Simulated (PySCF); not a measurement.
# AlH3O3: the cost of one run

Programs: PySCF 2.14.0. All values are calculated, for the isolated system unless a continuum is named. Atoms count from 0, parts from 1.

### Step 1. The system as given

Each species was relaxed by itself at PBE0-D3(BJ)/def2-SVPD.

### Step 2. Reaction energy: wB97M-D3(BJ)/def2-TZVPD

Job settings and geometry (Å):

```
{"job": {"kind": "react", "xc": "wB97M-D3(BJ)", "basis": "def2-TZVPD"}, "charge": 0, "multiplicity": 1}
-1 AlClH2O2 charge 0 multiplicity 1
O      1.122180     0.810230    -0.474800
Al    -0.315110     0.054360     0.031240
O     -0.307910    -1.542560     0.605530
Cl    -2.152930     1.061090    -0.033130
H      1.178920     1.705370    -0.809630
H      0.475240    -2.088440     0.680860

-1 H2O charge 0 multiplicity 1
O     -0.001590     0.389190    -0.012790
H     -0.762080    -0.197700     0.006420
H      0.763700    -0.191450     0.006350

+1 AlH3O3 charge 0 multiplicity 1
O     -1.200130    -0.562920    -1.040810
Al     0.013720     0.010160     0.007860
O      1.315190    -1.001450     0.436710
O     -0.072400     1.594580     0.627390
H     -1.217030    -1.442070    -1.418400
H      2.028260    -0.747070     1.021940
H     -0.772790     2.215510     0.428360

+1 ClH charge 0 multiplicity 1
Cl     0.644610    -0.006240    -0.010220
H     -0.643400     0.003040     0.010770
```

Method: wB97M-D3(BJ)/def2-TZVPD reaction energy of separated species, gas phase.

Run with:

```bash
$ OMP_NUM_THREADS=1 python cluster_run.py task.json out
```

One launch serves the whole session: the jobs run in the order shown.

**Question.** How long does this first job take on 1 thread of Intel Xeon 6975P-C, shared host, and how much memory does it need?

About 14 s, with a peak of 0.62 GiB.
